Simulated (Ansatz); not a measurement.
# Hf2GeN: the cost of one run

Program: Ansatz 0.2.0. Level of theory: DFT PBE, scalar-relativistic, plane waves, PAW. These are calculated values, not measurements.

## (1) The system as given

The structure is tetragonal, space group P4/mmm (No. 123). The conventional cell has a = 4.455 Å, b = 4.455 Å, c = 3.777 Å, α = 90.00°, β = 90.00°, γ = 90.00°. Hf (site symmetry mmm) is surrounded by 2 N at 2.23 Å. Ge (site symmetry 4/mmm) has 8 Hf at 2.92 Å as nearest neighbours. N (site symmetry 4/mmm) has 4 Hf at 2.23 Å as nearest neighbours.

Structure file:

```cif
data_structure
_symmetry_space_group_name_H-M 'P 1'
_symmetry_Int_Tables_number 1
_cell_length_a 4.4550
_cell_length_b 4.4550
_cell_length_c 3.7772
_cell_angle_alpha 90.000
_cell_angle_beta 90.000
_cell_angle_gamma 90.000
_cell_volume 74.97
loop_
_atom_site_label
_atom_site_type_symbol
_atom_site_fract_x
_atom_site_fract_y
_atom_site_fract_z
_atom_site_occupancy
Hf1 Hf 0.50000 0.00000 0.00000 1
Hf2 Hf 0.00000 0.50000 0.00000 1
Ge1 Ge 0.50000 0.50000 0.50000 1
N1 N 0.00000 0.00000 0.00000 1
```

The cell is invented: antiperovskite family, infinite layers (P4/mmm, No. 123). The dimensions are guesses.

## (2) A first look at the guess

input.yaml reads:

```yaml
crystal:
  lattice:
    - [4.455, 0.0, 0.0]
    - [0.0, 4.455, 0.0]
    - [0.0, 0.0, 3.77723113]
  atoms:
    - { symbol: Hf, position: [0.5, 0.0, 0.0] }
    - { symbol: Hf, position: [0.0, 0.5, 0.0] }
    - { symbol: Ge, position: [0.5, 0.5, 0.5] }
    - { symbol: "N", position: [0.0, 0.0, 0.0] }
basis:
  ecutwfc: 420
kpoints:
  mp_grid: { grid: [4, 4, 4] }
hamiltonian:
  xc: pbe
scf:
  occupations: { method: gaussian, width: 0.1 }
  lower_state_search: "off"
output:
  forces: true
  stress: true
  eigenvalues: true
```

Run with:

```sh
ansatz run input.yaml --threads 1 --pin off --max-ram 2048MiB --backend cpu --events-out ev --progress --plain --runs-dir out
```

**Question.** How long does this run take on 1 thread of AMD EPYC 7R43 (Zen 3), shared host, and how much memory does it need?

About 2.8 s, with a peak of 0.43 GiB.
